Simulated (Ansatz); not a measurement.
# CH4BNOSi: small, medium and large basis sets

Aim: see how fast density functionals converge with the basis set for CH4BNOSi.

The runs use Ansatz 0.2.0, Gaussian basis; one geometry, several basis sets.

Plan: PBE0-D4/def2-SVP; ωB97M-V/def2-SVP; PBE0-D4/def2-QZVPP; ωB97M-V/def2-QZVPP; the functionals' def2-TZVPP values are taken from earlier runs.

### 1 The geometry

An earlier PBE0-D4 in a triple-zeta def2 set relaxation fixed the geometry.

SMILES `OB1C=N[SiH2]1`, 9 atoms, charge 0, spin multiplicity 1.

Atoms are counted from 1 here; the program's logs count them from 0.

Bond lengths: O1–B2 1.339 Å, O1–H6 0.961 Å, B2–C3 1.582 Å, B2–Si5 2.026 Å, C3–N4 1.294 Å, C3–H7 1.098 Å, N4–Si5 1.807 Å, Si5–H8 1.490 Å, Si5–H9 1.490 Å. Angles: B2–O1–H6 114.1°, O1–B2–C3 130.0°, O1–B2–Si5 149.3°, C3–B2–Si5 80.7°, B2–C3–N4 107.2°, B2–C3–H7 132.8°, N4–C3–H7 120.0°, C3–N4–Si5 97.8°, B2–Si5–N4 74.3°, B2–Si5–H8 122.4°, B2–Si5–H9 122.5°, N4–Si5–H8 112.7°, N4–Si5–H9 112.8°, H8–Si5–H9 107.3°.

### 2 PBE0-D4 in def2-SVP

Input file in.yaml:

```yaml
crystal:
  periodic: [false, false, false]
  atoms:
    - {symbol: O, position_ang: [-0.310790, 1.821900, -1.087691]}
    - {symbol: B, position_ang: [-0.050806, 0.664159, -0.467558]}
    - {symbol: C, position_ang: [0.994928, -0.468653, -0.823189]}
    - {symbol: N, position_ang: [0.873297, -1.396192, 0.070446]}
    - {symbol: Si, position_ang: [-0.439300, -0.627130, 1.045165]}
    - {symbol: H, position_ang: [-1.001703, 2.344498, -0.671339]}
    - {symbol: H, position_ang: [1.731677, -0.576492, -1.630169]}
    - {symbol: H, position_ang: [-0.029047, -0.356720, 2.452059]}
    - {symbol: H, position_ang: [-1.679656, -1.451670, 1.095277]}
basis:
  gaussian: {orbitals: def2-SVP}
hamiltonian: {xc: pbe0, dispersion: d4}
output: {orbitals: {seedname: orbitals}}
```

Command:

```
$ ansatz run in.yaml --threads 2 --pin off --events-out ev --progress --plain --max-ram 4352MiB
```

The runs that follow: ωB97M-V in def2-SVP; PBE0-D4 in def2-QZVPP; ωB97M-V in def2-QZVPP.

Q: Predict the results of all the runs planned. Wanted: PBE0-D4: double and triple zeta above quadruple; ωB97M-V: double and triple zeta above quadruple.

**Answer**, as computed:

```
                                       quantity          value
PBE0-D4: double and triple zeta above quadruple  9.46, 0.56 eV
ωB97M-V: double and triple zeta above quadruple  9.61, 0.52 eV
```

In words: PBE0-D4 gains 8.90 eV from double to triple zeta, then 0.56 eV more. These are total energies; as a rule much of such shifts cancels in differences, which this series doesn't test.
